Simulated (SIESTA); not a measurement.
**TiAu under changes of volume**

One of the cells (17.206 Å³/atom); the others are scaled copies at fixed shape and fractional positions:

```
CELL_PARAMETERS angstrom
4.64564 0.00000 0.00000
0.00000 2.97477 0.00000
0.00000 0.00000 4.98028
ATOMIC_POSITIONS crystal
Au 0.75000 0.50000 0.67589
Au 0.25000 0.50000 0.32411
Ti 0.75000 0.00000 0.17981
Ti 0.25000 0.00000 0.82019
```

The cell is a database's computed one.

```yaml
Program: SIESTA 5.4.2
Functional: PBEsol
Potentials_or_basis: PseudoDojo 0.4 standard (PBEsol files)
Basis: DZP (energy shift 0.003 Ry; two zetas on semicore shells)
Grid_cutoff: 800 Ry
Energy_shift: 0.003 Ry
k_mesh: 6 × 9 × 6
Occupations: fermi-dirac, width 0.05 eV
Spin: no spin polarisation
```

```csv
volume (Å³/atom),energy over the lowest point (meV/atom),pressure (GPa),largest force (eV/Å)
15.857,5.24,4.4,0.261
16.194,0.00,0.8,0.240
16.532,2.04,-2.5,0.260
17.206,25.11,-8.0,0.311
17.544,44.38,-10.2,0.327
17.881,?,?,?
```

Task: What does the run at 17.881 Å³/atom give?

Result: Energy over the lowest point 68.27 meV/atom; pressure -12.3 GPa; largest force 0.337 eV/Å.

Worked out: A Birch-Murnaghan fit of order 3 (a polynomial in V^(-2/3)) to the other rows has its minimum at 16.26 Å³/atom with B0 = V·E''(V) = 166 GPa and B' = 5.6 at fixed shape and positions, which overstates the stiffness. It gives 67.94 meV/atom at 17.881 Å³/atom, against the run's 68.27, and -dE/dV = -12.1 GPa, against -12.3.

Energies are extrapolated to zero smearing.

Caveats: short orbitals over semicore shells can move pressures by several GPa; the basis of atomic orbitals isn't converged, which shifts pressures, moduli and gaps.
